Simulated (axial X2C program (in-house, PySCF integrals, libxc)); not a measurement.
**RhO: from the state search to constants**

What are the state, bond length, wavenumber and bond energy of RhO, and what does spin–orbit coupling change?

Method: all-electron X2C, Rh dyall-cv3z, O dyall-av3z; program: an in-house X2C program for linear molecules on PySCF integrals.

All values are calculated.

## Step 1: The job

File task.json:

```json
{"zs": [45, 8], "q": 0, "bas": ["dyall-cv3z", "dyall-av3z"], "levels": ["PBE0", "HF", "LDA"], "cc": true, "r0": 1.67, "thr": -2.0, "nmax": 90, "npts": 10, "nst": 2, "ntry": 6}
```

Keys: zs atomic numbers; q charge; bas basis sets; levels methods (HF also brings MP2); cc coupled cluster on or off; r0 starting distance in Å; thr threshold in hartree for freezing inner shells (an s shell follows its p shell); nmax most natural virtual spinors; npts points asked for on the curve; nst determinants followed; ntry starts of the search.

Launch:

```sh
$ python so2c.py task.json out
```

Spin-free means the one-electron spin-free X2C Hamiltonian; two-component (2c) means X2C with spin–orbit coupling and atomic mean-field two-electron Coulomb and Gaunt terms. Basis: Rh dyall-cv3z contracted to [12s12p8d5f3g], O dyall-av3z contracted to [7s6p3d2f]; Gaussian nuclei, density fitting. Masses: Rh 102.906 u, O 15.995 u.

Notation: σ, π±, δ± give the projection m of an orbital's angular momentum (0, ±1, ±2), α and β its spin, Λ and M_S the sums; ω is the projection of a spinor's total angular momentum and Ω the sum. Logs are in hartree.

The results follow Hamiltonian by Hamiltonian and level by level.

## Step 2: Which state to follow

Determinants are compared with PBE0 at 1.670 Å.

Spin-free determinants:

| ΔE (eV) | state | open shells |
| --- | --- | --- |
| 0.00 | M_S = 3/2, Λ = 0 | beyond closed shells: σα, π+α, π-α |
| 0.30 | M_S = 1/2, Λ = 0 | beyond closed shells: σβ, π+α, π-α |
| 1.03 | M_S = 1/2, Λ = 1 | beyond closed shells: π+α, π+β, π-α |
| 1.18 | M_S = 3/2, Λ = 2 | beyond closed shells: π+α, π-α, δ+α, δ+β, δ-α |
| 1.32 | M_S = 3/2, Λ = 3 | beyond closed shells: σα, π+α, π+β, π-α, δ+α, δ+β, δ-α |
| 1.40 | M_S = 3/2, Λ = 1 | beyond closed shells: σα, π+α, π-α, π-β, δ+α, δ+β, δ-α |
| 1.41 | M_S = 1/2, Λ = 1 | beyond closed shells: π+α |

Two-component determinants:

```
ΔE (eV)    state                                       open shells
   0.00  Ω = 3/2                     excess of +ω over −ω: ω = 3/2
   0.31  Ω = 1/2       excess of +ω over −ω: 2 × ω = -1/2, ω = 3/2
   0.99  Ω = 5/2        excess of +ω over −ω: 2 × ω = 1/2, ω = 3/2
   1.04  Ω = 7/2  excess of +ω over −ω: ω = -1/2, ω = 3/2, ω = 5/2
   1.06  Ω = 1/2                     excess of +ω over −ω: ω = 1/2
   1.13  Ω = 9/2   excess of +ω over −ω: ω = 1/2, ω = 3/2, ω = 5/2
   1.48  Ω = 3/2  excess of +ω over −ω: ω = 1/2, ω = -3/2, ω = 5/2
```

## Step 3: PBE0, spin-free

State followed: M_S = 3/2, Λ = 0 (beyond closed shells: σα, π+α, π-α). The scan is laid around 1.696 Å, a first estimate of the minimum, and this SCF restarts from the orbitals of the search.

Output at 1.696 Å:

```text
spin-free X2C-1e  PBE0
basis functions 204  fitting functions 954  grid points 5075
iter        total energy     max residual
   1      -4852.418601519     1.21e+01
   2      -4858.439855507     8.74e-02
   3      -4857.816805480     2.59e-01
   4      -4858.448472206     7.40e-02
   5      -4858.567654179     4.30e-03
   6      -4858.567747631     5.29e-03
   7      -4858.568243882     1.76e-03
   8      -4858.568289098     6.22e-04
   9      -4858.568297874     2.55e-04
  10      -4858.568299376     3.73e-05
  11      -4858.568299421     8.78e-06
  12      -4858.568299423     2.83e-06
  13      -4858.568299423     1.56e-06
converged
one-electron -6922.84731312  Coulomb 2100.10408184  exact exchange -36.41080006  xc functional -111.73961946  nuclear repulsion 112.32535137
```

Along the bond, energies from the lowest point:

```tsv
R (Å)	E (eV)	μ (D)	HOMO (eV)	LUMO (eV)	iterations
1.476	1.3632	-2.02	-6.00	-2.91	14
1.543	0.5491	-2.63	-6.11	-2.97	14
1.594	0.2095	-3.06	-6.19	-3.00	14
1.645	0.0403	-3.45	-6.28	-3.03	14
1.696	0.0000	-3.80	-6.38	-3.05	13
1.755	0.0726	-4.14	-6.50	-3.07	15
1.815	0.2362	-4.40	-6.62	-3.09	15
1.891	0.5337	-4.64	-6.61	-3.10	17
1.984	0.9701	-4.79	-6.51	-3.10	18
2.120	1.6391	-4.76	-6.35	-3.06	18
```

Dipoles are positive if O is the positive end.

Outer orbitals at the reference distance:

| symmetry | occupied | ε (eV) | atomic character |
| --- | --- | --- | --- |
| σα | yes | -26.44 | 72% O s, 11% Rh d, 7% Rh p |
| σβ | yes | -24.53 | 70% O s, 12% Rh d, 7% Rh p |
| σα | yes | -11.94 | 56% O p, 36% Rh d, 4% O s |
| π-α | yes | -11.59 | 52% O p, 44% Rh d |
| π+α | yes | -11.59 | 52% O p, 44% Rh d |
| σβ | yes | -10.48 | 60% O p, 31% Rh d, 6% O s |
| π-β | yes | -9.11 | 53% O p, 42% Rh d |
| π+β | yes | -9.11 | 53% O p, 42% Rh d |
| δ+α | yes | -7.92 | 99% Rh d |
| δ-α | yes | -7.92 | 99% Rh d |
| π+α | yes | -7.28 | 52% Rh d, 35% O p, 6% Rh p |
| π-α | yes | -7.28 | 52% Rh d, 35% O p, 6% Rh p |
| δ+β | yes | -6.86 | 99% Rh d |
| δ-β | yes | -6.86 | 99% Rh d |
| σα | yes | -6.38 | 34% Rh d, 34% Rh s, 27% O p |
| σβ | no | -3.05 | 48% Rh s, 26% Rh d, 18% O p |
| π+β | no | -2.51 | 51% Rh d, 31% O p, 11% Rh p |
| π-β | no | -2.51 | 51% Rh d, 31% O p, 11% Rh p |
| σα | no | -2.51 | 36% Rh p, 34% Rh s, 14% Rh d |

PBE0 fields in the half plane through the axis: z from -2.4 to 3.9 Å across, distance from the axis 0.15 to 2.25 Å upwards; Rh lies at z = 0 and O at z = 1.696 Å; the ELF is damped to zero where the density is low.

log10 density (e/bohr³). Ten even steps from '0' (-5.34 ) to '9' (1.74 ):
```
1112223333322222211000
1122333333333332221100
1223344444443333322110
1223444555444444333211
1233455555555555443221
1233456666655665544321
1234456777666776554322
1234567898767787654322
```

ELF. Ten even steps from ' ' (0.00 ) to '@' (0.87 ):
```
          ..........                        
        ....::::::....                      
        ..::::::::::....  ......            
        ..::------::......::----::..        
        ..::--====--::..--**##**++--..      
          ::==**##**--::**%%@@@@##++::      
          ::##%%**%%++--%%@@@@@@@@**--..    
          --%%::##::##==%%....@@@@##==..    
```

Re = 1.689 Å, ωe = 867 cm⁻¹, ωexe = 4.28 cm⁻¹, Be = 0.4267 cm⁻¹, De = 4.25 eV, μ = -3.75 D.

## Step 4: HF, spin-free

The SCF at the reference distance of 1.696 Å:

```text
spin-free X2C-1e  HF
basis functions 204  fitting functions 954  grid points 5075
iter        total energy     max residual
   1      -4856.061080141     3.58e-01
   2      -4856.092225618     1.42e-02
   3      -4856.092156008     1.82e-02
   4      -4856.097519981     4.15e-03
   5      -4856.098300021     2.05e-03
   6      -4856.098650282     1.81e-03
   7      -4856.098907535     1.31e-03
   8      -4856.099130302     8.25e-04
   9      -4856.099300939     5.09e-04
  10      -4856.099337557     4.89e-04
  11      -4856.099364497     4.37e-04
  12      -4856.099393174     3.73e-04
  13      -4856.099434142     2.21e-04
  14      -4856.099442042     6.57e-05
  15      -4856.099442441     4.19e-05
  16      -4856.099442722     1.73e-05
  17      -4856.099442752     4.43e-06
  18      -4856.099442754     2.21e-06
converged
one-electron -6922.95960551  Coulomb 2100.35469758  exact exchange -145.81988620  xc functional 0.00000000  nuclear repulsion 112.32535137
```

Re = 1.733 Å, ωe = 606 cm⁻¹, ωexe = 5.79 cm⁻¹, Be = 0.4055 cm⁻¹, De = -0.446 eV, μ = -5.56 D.

## Step 5: LDA, spin-free

The SCF at the reference distance of 1.696 Å:

```text
spin-free X2C-1e  LDA
basis functions 204  fitting functions 954  grid points 5075
iter        total energy     max residual
   1      -4853.302088367     7.85e-01
   2      -4853.305723070     3.14e-02
   3      -4853.025526409     1.26e-01
   4      -4853.314394650     1.59e-02
   5      -4853.318673640     4.63e-03
   6      -4853.318869291     2.68e-03
   7      -4853.318970852     5.10e-04
   8      -4853.318975083     2.06e-04
   9      -4853.318975696     3.30e-05
  10      -4853.318975711     6.72e-06
  11      -4853.318975712     2.97e-07
converged
one-electron -6921.74307809  Coulomb 2098.85683967  exact exchange 0.00000000  xc functional -142.75808866  nuclear repulsion 112.32535137
```

Re = 1.684 Å, ωe = 892 cm⁻¹, ωexe = 4.41 cm⁻¹, Be = 0.4293 cm⁻¹, De = 6.71 eV, μ = -3.09 D.

## Step 6: Correlated methods, spin-free

Correlated methods: 15 electrons correlated (frozen shells, counted by type: Rh 4 s, 3 p, 1 d; O 1 s), 279 virtual spinors in MP2, 90 natural virtuals in coupled cluster.

Output of the correlated part at 1.696 Å:

```text
correlated 15  virtual 279  natural virtual 90  E(MP2) -0.595998968  MP2 remainder -0.055665956
iter   CCSD correlation   residual
   1     -0.475151594   2.71e-01
   2     -0.502670660   1.60e-01
   3     -0.508915174   4.24e-02
   4     -0.510970532   2.18e-02
   5     -0.511453107   9.63e-03
   6     -0.511548758   4.20e-03
   7     -0.511557273   1.87e-03
   8     -0.511580815   6.99e-04
   9     -0.511599102   3.22e-04
  10     -0.511593043   1.53e-04
  11     -0.511600171   7.14e-05
  12     -0.511598463   3.12e-05
  13     -0.511598896   1.49e-05
  14     -0.511598489   7.04e-06
  15     -0.511598407   3.33e-06
  16     -0.511598369   1.42e-06
  17     -0.511598349   7.36e-07
  18     -0.511598337   3.58e-07
(T) -0.027069376  T1 0.0583  D1 0.1332  max T2 0.102
```

T1 in the output is the amplitude norm over the root of the electron number; divide by √2 for the Lee–Taylor value.

MP2: No constants are quoted: the points don't follow one smooth fit.

CCSD: Re = 1.686 Å, ωe = 893 cm⁻¹, ωexe = 7.44 cm⁻¹, Be = 0.4282 cm⁻¹, De = 3.52 eV. T1 at Re = 0.040 (Lee–Taylor, the printed value over √2).

CCSD(T): Re = 1.685 Å, ωe = 924 cm⁻¹, ωexe = 9.97 cm⁻¹, Be = 0.429 cm⁻¹, De = 3.88 eV. T1 at Re = 0.040 (Lee–Taylor, the printed value over √2).

## Step 7: A higher determinant, spin-free

State: M_S = 1/2, Λ = 0 (beyond closed shells: σβ, π+α, π-α).

Output at the reference distance:

```text
spin-free X2C-1e  PBE0
basis functions 204  fitting functions 954  grid points 5075
iter        total energy     max residual
   1      -4852.404831824     1.20e+01
   2      -4858.431427378     8.65e-02
   3      -4857.875853359     2.42e-01
   4      -4858.448948630     7.21e-02
   5      -4858.556883498     4.29e-03
   6      -4858.557057167     4.68e-03
   7      -4858.557453668     1.51e-03
   8      -4858.557489631     5.20e-04
   9      -4858.557496239     1.86e-04
  10      -4858.557497504     6.39e-05
  11      -4858.557497652     3.43e-05
  12      -4858.557497702     9.31e-06
  13      -4858.557497708     1.96e-06
  14      -4858.557497708     6.36e-07
converged
one-electron -6922.79876320  Coulomb 2100.05397694  exact exchange -36.40735841  xc functional -111.73070441  nuclear repulsion 112.32535137
```

```tsv
R (Å)	E above the lowest PBE0 point (eV)
1.476	1.722
1.543	0.875
1.594	0.518
1.645	0.339
1.696	0.294
1.755	0.367
1.815	0.536
1.891	0.843
1.984	1.287
```

Re = 1.691 Å, ωe = 886 cm⁻¹, ωexe = 4.54 cm⁻¹, Be = 0.4261 cm⁻¹, μ = -3.77 D. ⟨S²⟩ = 1.77 against 0.75 for a pure state, so this determinant mixes spins. Te = 0.29 eV.

## Step 8: The spin-free curves together

Energy (eV) of the followed determinant, spin-free, from each level's lowest point:

```tsv
R (Å)	PBE0	HF	MP2	CCSD	CCSD(T)	LDA
1.476	1.363	1.261	1.327	n/a	n/a	1.341
1.543	0.549	0.549	0.429	0.568	0.593	0.529
1.594	0.210	0.252	0.088	0.211	0.218	0.193
1.645	0.040	0.085	0.000	0.037	0.037	0.031
1.696	0.000	0.010	0.128	0.000	0.000	0.000
1.755	0.073	0.000	0.466	0.081	0.090	0.087
1.815	0.236	0.047	0.870	0.249	0.263	0.267
1.891	0.534	0.159	1.412	0.549	0.559	0.587
1.984	0.970	0.330	2.080	n/a	n/a	1.054
2.120	1.639	0.565	2.975	n/a	n/a	1.779
```

[end of part 1 of 2]
